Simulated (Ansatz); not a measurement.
# CH₃AsO₂: one species, many methods

How much do the methods differ for CH₃AsO₂? The plan is to run it at one geometry with functionals of several rungs and with coupled cluster. The yardstick is the atomisation energy at the CCSD(T) limit.

Method: functionals in def2-TZVPP, the program's frozen cores in correlated methods; program: Ansatz 0.2.0, Gaussian basis.

Levels to be run: LDA (SPW92), PBE-D4, revPBE-D4, BLYP-D4, r2SCAN-D4, B97M-V, PBE0-D4, B3LYP-D4, r2SCANh-D4, r2SCAN0-D4, HSE06-D4, BHLYP-D4, CAM-B3LYP-D4, LC-ωPBE, ωB97X-V, ωB97M-V, B2PLYP, PBE-QIDH; CCSD(T)/def2-SVP; CCSD(T)/def2-TZVPP; MP2/def2-QZVPP; extrapolation to the limit; RPA on PBE.

## Step 1: The geometry

All runs share one geometry, relaxed beforehand with PBE0-D4 in a triple-zeta def2 set.

SMILES `C1O[AsH]O1`, 7 atoms, charge 0, spin multiplicity 1.

Atoms are counted from 1 here; the program's logs count them from 0.

Bond lengths: C1–O2 1.420 Å, C1–O4 1.420 Å, C1–H5 1.095 Å, C1–H6 1.102 Å, O2–As3 1.808 Å, As3–O4 1.808 Å, As3–H7 1.557 Å. Angles: O2–C1–O4 102.4°, O2–C1–H5 111.4°, O2–C1–H6 110.3°, O4–C1–H5 111.4°, O4–C1–H6 110.3°, H5–C1–H6 110.7°, C1–O2–As3 89.6°, O2–As3–O4 75.5°, O2–As3–H7 96.1°, O4–As3–H7 96.1°, C1–O4–As3 89.6°.

Coordinates:

```xyz
7
charge 0, multiplicity 1
C    -0.49111    0.53192   -0.19725
O     0.34889    0.60186    0.94542
As    1.43260   -0.64402    0.20802
O     0.32698   -0.15113   -1.13552
H    -0.76088    1.53041   -0.55571
H    -1.39339   -0.05950    0.02626
H     0.59821   -1.87764    0.66319
```

## Step 2: LDA

This LDA is Slater exchange with PW92 correlation.

Contents of in.yaml:

```yaml
crystal:
  periodic: [false, false, false]
  atoms:
    - {symbol: C, position_ang: [-0.491112, 0.531919, -0.197247]}
    - {symbol: O, position_ang: [0.348888, 0.601859, 0.945418]}
    - {symbol: As, position_ang: [1.432605, -0.644023, 0.208015]}
    - {symbol: O, position_ang: [0.326977, -0.151132, -1.135515]}
    - {symbol: H, position_ang: [-0.760878, 1.530413, -0.555715]}
    - {symbol: H, position_ang: [-1.393390, -0.059496, 0.026258]}
    - {symbol: H, position_ang: [0.598211, -1.877639, 0.663186]}
basis:
  gaussian: {orbitals: def2-TZVPP}
hamiltonian: {xc: lda}
output: {orbitals: {seedname: orbitals}}
```

Launch:

```sh
$ ansatz run in.yaml --threads 2 --pin off --events-out ev --progress --plain --max-ram 4352MiB
```

Further steps of the session: PBE-D4 (GGA); revPBE-D4 (GGA); BLYP-D4 (GGA); r2SCAN-D4 (meta-GGA); B97M-V (meta-GGA); PBE0-D4 (hybrid); B3LYP-D4 (hybrid); r2SCANh-D4 (hybrid); r2SCAN0-D4 (hybrid); HSE06-D4 (hybrid); BHLYP-D4 (hybrid); CAM-B3LYP-D4 (range-separated); LC-ωPBE (range-separated); ωB97X-V (range-separated); ωB97M-V (range-separated); B2PLYP (double hybrid); PBE-QIDH (double hybrid); CCSD(T) in def2-SVP; CCSD(T) in def2-TZVPP; MP2 in def2-QZVPP; RPA on PBE orbitals.

Q: Predict the results of all the runs planned. Wanted: atomisation energy, CCSD(T)/CBS; farthest beyond LDA; mean size of error, GGA; mean size of error, meta-GGA; mean size of error, hybrid; mean size of error, range-separated; mean size of error, double hybrid; gap, smallest and largest; T1 diagnostic.

The runs gave:

```
                               quantity                                                                                      value
        atomisation energy, CCSD(T)/CBS                                                                              2440.9 kJ/mol
 functionals within 24.4 kJ/mol (1.0 %)  revPBE-D4, r2SCAN-D4, B97M-V, PBE0-D4, B3LYP-D4, HSE06-D4, CAM-B3LYP-D4, LC-ωPBE, ωB97M-V
                    farthest beyond LDA                                                                   BHLYP-D4 (-142.2 kJ/mol)
                mean size of error, GGA                                                                                47.5 kJ/mol
           mean size of error, meta-GGA                                                                                10.7 kJ/mol
             mean size of error, hybrid                                                                                43.8 kJ/mol
    mean size of error, range-separated                                                                                15.7 kJ/mol
      mean size of error, double hybrid                                                                                36.4 kJ/mol
              gap, smallest and largest                                                  3.08 eV (LDA (SPW92)), 10.59 eV (LC-ωPBE)
                          T1 diagnostic                                                                                     0.0132
triples share of the correlation energy                                                                                      3.9 %
```

In words: LDA overbinds by 509.8 kJ/mol (21 %). PBE-D4 misses by +98.2 kJ/mol. Double hybrids carry the basis error of their MP2 part in triple zeta, and no dispersion term here, so their miss is partly the set-up's. The rungs meta-GGA, range-separated miss on average by less than the doubt on the reference (24.4 kJ/mol), so they tie. Misses under about 24.4 kJ/mol are within the doubt on the reference itself, which lacks core-valence correlation, relativity and higher excitations, and its outer-core shells are covered unevenly. Hartree-Fock recovers 62 % of the binding; the rest is correlation. CCSD(T) in def2-SVP is off by -224.9 kJ/mol, which most functionals beat. The gap grows from 3.1 to 10.6 eV across the functionals, mostly with the share of exact exchange. Correlated methods include outer-core shells of As, which these sets cover unevenly.
